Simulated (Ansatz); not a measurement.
# ZrCl+ (singlet): from Hartree-Fock to the top rungs, def2-SVP

The task here is to estimate one member of a computed series from the others.

The runs use Ansatz 0.2.0, Gaussian basis; def2-SVP, core rule «outside noble gas», up to 9 orbitals frozen.

The runs, in order: UHF; CCSD(T) on RHF; CCSD(T) on UHF; CISD; CCSDT(Q) on RHF; CCSDT(Q) on UHF.

16 further runs of the same task are left out: 7 for a known fault of the program, 1 that didn't finish, 8 set aside as unsound or not needed.

### What is computed

The geometry is a PBE0/def2-TZVP stationary point (not a proven minimum) of the parent state, kept for this charge and spin. No spin-orbit coupling is included. Elements past krypton take def2 core potentials.

2 atoms, charge 1, spin multiplicity 1.

Atoms are counted from 1 here; the program's logs count them from 0.

Bond lengths: Zr1–Cl2 2.227 Å.

Coordinates:

```xyz
2
charge 1, multiplicity 1
Zr    0.00000    0.00000    0.00000
Cl    0.00000    0.00000    2.22700
```

Set-up of the first run:

Input file in.yaml:

```yaml
crystal:
  periodic: [false, false, false]
  atoms:
    - {symbol: Zr, position_ang: [0.000000, 0.000000, 0.000000]}
    - {symbol: Cl, position_ang: [0.000000, 0.000000, 2.227000]}
basis:
  gaussian: {orbitals: def2-SVP}
total_charge: 1
magnetization: {spin_polarized: true, initial_magnetization: 0}
hamiltonian: {xc: hf}
output: {orbitals: {seedname: orbitals}}
```

Launch:

```console
ansatz run in.yaml --threads 1 --pin off --events-out ev --progress --plain --max-ram 2393MiB
```

Among the steps run: UHF; CCSD(T) on RHF; CCSD(T) on UHF; CISD; CCSDT(Q) on RHF; CCSDT(Q) on UHF.

One table of the session follows, with a row left open; its other results are not shown here.

```
   method  from RCCSDT(Q) (meV)
      UHF               +5052.7
     RMP2               +1354.3
     UMP2                +473.0
    RCCSD                +410.0
    UCCSD                 -70.3
 RCCSD(T)                 +27.7
 UCCSD(T)                -286.9
   RCCSDT                  +4.9
   UCCSDT                     ?
RCCSDT(Q)                     0
UCCSDT(Q)                -349.3
```

Q: Estimate the row for UCCSDT from the others.

**Answer.** from RCCSDT(Q) (meV): -324.2. In the column «from RCCSDT(Q) (meV)» it lies between UCCSDT(Q) (-349.3) and UCCSD(T) (-286.9).

Not comparable, so not listed: CISD (they don't share determinant, frozen orbitals or solution with the rows shown, or repeat one).

Left out of the table: RHF (another determinant or state than the rows shown).

Caveats from the session: The determinant is far from a pure spin state, so its energy mixes those of several spin states (harmless only where they are near-degenerate, as at dissociation). The report flags that the cluster equations may have other roots. The program flags UCCSD(T), RCCSDT(Q), UCCSDT(Q) as in doubt, so the zero of the table is itself unsure. Warnings: restricted reference is unstable; spin contamination; coupled cluster took another determinant than the lowest; large T1 diagnostic. Restricted and unrestricted rows rest on different reference determinants; where their highest levels disagree by more than a few hundredths of an eV, they describe different states and don't form one ladder.
